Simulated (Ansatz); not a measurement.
# CdSe: the cost of one run

Computed with Ansatz 0.2.0 (DFT PBE, scalar-relativistic, plane waves, PAW, and further levels as typed in the inputs, unless a step's input says otherwise).

## (1) The starting structure

The structure is hexagonal, space group P6_3mc (No. 186). Conventional cell: a = 4.273 Å, b = 4.273 Å, c = 7.010 Å, α = 90.00°, β = 90.00°, γ = 120.00°. Cd (site symmetry 3m) is surrounded by 4 Se at 2.62 to 2.64 Å. Se (site symmetry 3m) is surrounded by 4 Cd at 2.62 to 2.64 Å.

As a file:

```cif
data_structure
_symmetry_space_group_name_H-M 'P6_3mc'
_symmetry_Int_Tables_number 186
_cell_length_a 4.2732
_cell_length_b 4.2732
_cell_length_c 7.0100
_cell_angle_alpha 90.000
_cell_angle_beta 90.000
_cell_angle_gamma 120.000
_cell_volume 110.86
loop_
_atom_site_label
_atom_site_type_symbol
_atom_site_symmetry_multiplicity
_atom_site_Wyckoff_symbol
_atom_site_fract_x
_atom_site_fract_y
_atom_site_fract_z
_atom_site_occupancy
Cd1 Cd 2 b 0.33333 0.66667 0.00000 1
Se1 Se 2 b 0.33333 0.66667 0.37600 1
```

## (2) Relaxing the atoms: CdSe, no spin

File input.yaml:

```yaml
crystal:
  lattice:
    - [4.273206, 0.0, 0.0]
    - [-2.136603, 3.70070495, 0.0]
    - [0.0, 0.0, 7.01]
  atoms:
    - { symbol: Cd, position: [0.3333333333, 0.6666666667, 0.0] }
    - { symbol: Cd, position: [0.6666666667, 0.3333333333, 0.5] }
    - { symbol: Se, position: [0.3333333333, 0.6666666667, 0.376] }
    - { symbol: Se, position: [0.6666666667, 0.3333333333, 0.876] }
scf:
  occupations: { method: gaussian, width: 0.05 }
output:
  forces: true
  stress: true
hamiltonian:
  xc: pbe
kpoints:
  mp_grid: { grid: [8, 8, 5] }
relax:
  f_tol: 0.003
```

Launch:

```console
$ ansatz run input.yaml --threads 8 --pin off --max-ram 16384MiB --backend cpu --events-out ev --progress --plain --runs-dir out
```

Q: Estimate wall time and peak memory on 8 threads of Arm Neoverse V1, shared host.

About 3.5 s, with a peak of 0.55 GiB.
